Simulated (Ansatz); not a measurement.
Task: a ladder of methods at one geometry of CH₆AlNOSe, SMILES N[C](O)([AlH2])[SeH], with the Python package of Ansatz (0.2.0). Give the script and its output. Use (for the species named): Hartree-Fock, def2-SVP basis, multiplicity 1. The script varies functional: hf, revpbe, cam_b3lyp, lc_wpbe, pbe.

| atom | x (Å) | y (Å) | z (Å) |
| --- | --- | --- | --- |
| N | 0.2374 | 0.8316 | 1.1209 |
| C | 0.1883 | 0.3568 | -0.2610 |
| O | 1.3197 | 0.7795 | -0.9427 |
| Al | 0.1834 | -1.6412 | -0.2476 |
| Se | -1.3577 | 1.0251 | -1.2575 |
| H | 0.2203 | 1.9368 | 1.0643 |
| H | -0.6883 | 0.6221 | 1.5718 |
| H | 2.1668 | 0.5126 | -0.3836 |
| H | -1.1299 | -2.3723 | 0.4759 |
| H | 1.2858 | -2.5018 | -0.8882 |
| H | -2.3605 | 0.3938 | -0.2318 |

`ch6alnose_methods.py`
```python
# -*- coding: utf-8 -*-
'''One geometry of CH6AlNOSe, method by method.'''

from pathlib import Path

import ansatz as az
import numpy as np

BASIS_SET = 'def2-SVP'


def main():
    molecule = (
        az.Crystal.molecule()
        .atom('N', (0.2374, 0.8316, 1.1209))
        .atom('C', (0.1883, 0.3568, -0.261))
        .atom('O', (1.3197, 0.7795, -0.9427))
        .atom('Al', (0.1834, -1.6412, -0.2476))
        .atom('Se', (-1.3577, 1.0251, -1.2575))
        .atom('H', (0.2203, 1.9368, 1.0643))
        .atom('H', (-0.6883, 0.6221, 1.5718))
        .atom('H', (2.1668, 0.5126, -0.3836))
        .atom('H', (-1.1299, -2.3723, 0.4759))
        .atom('H', (1.2858, -2.5018, -0.8882))
        .atom('H', (-2.3605, 0.3938, -0.2318))
    )

    calculation = molecule.calculation().basis(gaussian=BASIS_SET)

    print('functional    E (Ha)        dipole (D)   HOMO (eV)  LUMO (eV)')
    for name in ['hf', 'revpbe', 'cam_b3lyp', 'lc_wpbe', 'pbe']:
        data = calculation.functional(name).forces().orbitals().run(threads=1, runs_dir='runs').report
        lines = Path(data['orbitals_path']).read_text().splitlines()
        field_of = lambda key: [line.split('=')[1].strip() for line in lines if line.startswith(key)]
        orbitals = [(27.211386 * float(e), s, float(n)) for e, s, n in zip(field_of('Ene='), field_of('Spin='), field_of('Occup='))]
        homo = max(e for e, _, n in orbitals if n > 0.5)
        lumo = min(e for e, _, n in orbitals if n < 0.5)
        dipole = 4.803205 * np.linalg.norm(data['charge_distribution']['dipole_moment_e_ang'])
        print(f'{name:10s} {data["free_energy_ev"] / 27.211386246:14.6f} {dipole:9.3f} {homo:11.3f} {lumo:10.3f}')


if __name__ == '__main__':
    main()
```

Output of `python ch6alnose_methods.py`:
```text
functional    E (Ha)        dipole (D)   HOMO (eV)  LUMO (eV)
hf           -2811.855364     1.766      -8.984      1.371
revpbe       -2814.814355     1.583      -5.023     -2.009
cam_b3lyp    -2815.164462     1.583      -7.524     -0.444
lc_wpbe      -2814.599447     1.679      -8.833      0.628
pbe          -2814.421370     1.594      -5.065     -2.126
```

Caveats:
- Total energies depend on the basis set; only differences at equal settings carry meaning.
- The geometry is a force-field or estimated start, not a minimum of this method, and the basis set is short of its limit. A lower total doesn't mark the better method: functionals have no common bound, and MP2 and coupled cluster aren't variational.
- Levels such as HOMO and LUMO are orbital energies: with these approximate functionals they aren't the ionisation energy and electron affinity, and their gap isn't the fundamental gap.
- Finished in 24 s on 1 thread of Arm Neoverse V2, with other jobs on the host, peak memory 0.42 GiB.
